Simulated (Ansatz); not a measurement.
**Al (Fm-3m): all-electron equation of state, by script**

Where is the equilibrium volume of Al (Fm-3m) with all electrons, and how stiff is it? The task is an all-electron equation of state, for Al (Fm-3m).

Computed with the Python package of Ansatz 0.2.0. Level of theory: DFT PBE, all-electron LAPW.

**1. The system**

It takes space group Fm-3m (No. 225, cubic). The conventional cell has a = 4.050 Å, b = 4.050 Å, c = 4.050 Å, α = 90.00°, β = 90.00°, γ = 90.00°. Al (site symmetry m-3m) has 12 Al at 2.86 Å as nearest neighbours.

The script holds or builds the structure itself.

**2. The code**

Contents of eos_lapw_al.py:

```python
"""All-electron equation of state of Al."""

import ansatz as az
from ase.eos import EquationOfState
from ase.units import GPa
import numpy as np

vectors0 = np.array([
    [0.0, 2.024805, 2.024805],
    [2.024805, 0.0, 2.024805],
    [2.024805, 2.024805, 0.0],
])
sites = [
    ("Al", (0.0, 0.0, 0.0)),
]


def make_crystal(cell):
    crystal = az.Crystal(lattice=az.Lattice.of(cell))
    for symbol, position in sites:
        crystal = crystal.atom(symbol, position)
    return crystal

volumes, energies = [], []
for scale in np.linspace(0.94, 1.06, 5):
    cell = vectors0 * scale ** (1 / 3)
    calculation = (
        make_crystal(cell).calculation()
        .occupations("gaussian", width=0.1)
        .functional("PBE")
        .scf(tolerance=1e-07)
        .kpoints(11, 11, 11)
        .pseudopotentials("all_electron", lapw=True, basis_error=0.001)
    )
    report = calculation.run(threads=1).report
    volumes.append(abs(np.linalg.det(cell)) / len(sites))
    energies.append(report["free_energy_ev"] / len(sites))
    print(f"{scale:.3f} {volumes[-1]:9.4f} A^3/atom {energies[-1]:16.5f} eV/atom  (estimated basis error {1000 * report['lapw_basis_errors']['total_ev_per_atom']:.2f} meV/atom)")
v0, e0, bulk = EquationOfState(volumes, energies, eos="birchmurnaghan").fit()
print(f"V0 = {v0:.4f} A^3/atom, B0 = {bulk / GPa:.1f} GPa")
```

**3. What the engine is handed**

The package turns the script's settings into the engine's input (first run):

```yaml
crystal:
  lattice:
    - [0.0, 1.9834708508578127, 1.9834708508578127]
    - [1.9834708508578127, 0.0, 1.9834708508578127]
    - [1.9834708508578127, 1.9834708508578127, 0.0]
  atoms:
    - { symbol: Al, position: [0.0, 0.0, 0.0] }
kpoints:
  mp_grid:
    grid: [11, 11, 11]
hamiltonian:
  xc: pbe
  pseudopotentials:
    kind: all_electron
    lapw:
      basis_error: 0.001
scf:
  convergence:
    dr2_threshold: 1.0e-07
  occupations:
    method: gaussian
    width: 0.1
```

**4. Running it**

On the command line:

```
python eos_lapw_al.py
```

**Question.** Estimate the equilibrium volume and the bulk modulus.

The runs gave:

| quantity | value |
| --- | --- |
| runs compared | 5 |
| range of energy | 15.64 meV/atom |
| lowest point, volume (Å³/atom) | 16.603 |
| equilibrium volume (fit) | 16.51 Å³/atom |
| bulk modulus (fit) | 79 GPa |

**Reading.** A third-order Birch-Murnaghan fit through the 5 points has its minimum at 16.51 Å³ an atom, 0.6 % below the typed cell, with a bulk modulus of 79 GPa and dB/dP = 4.5. From that minimum the energy rises by 13.5 meV an atom on the compressed side and 15.8 meV on the expanded side. All-electron totals depend on functional, relativistic treatment and basis; only differences at equal settings carry meaning. For a metal this k-point mesh is coarse: on a finer one energies can move by several to tens of meV an atom and pressures by half a GPa or more, differences at one mesh by less.
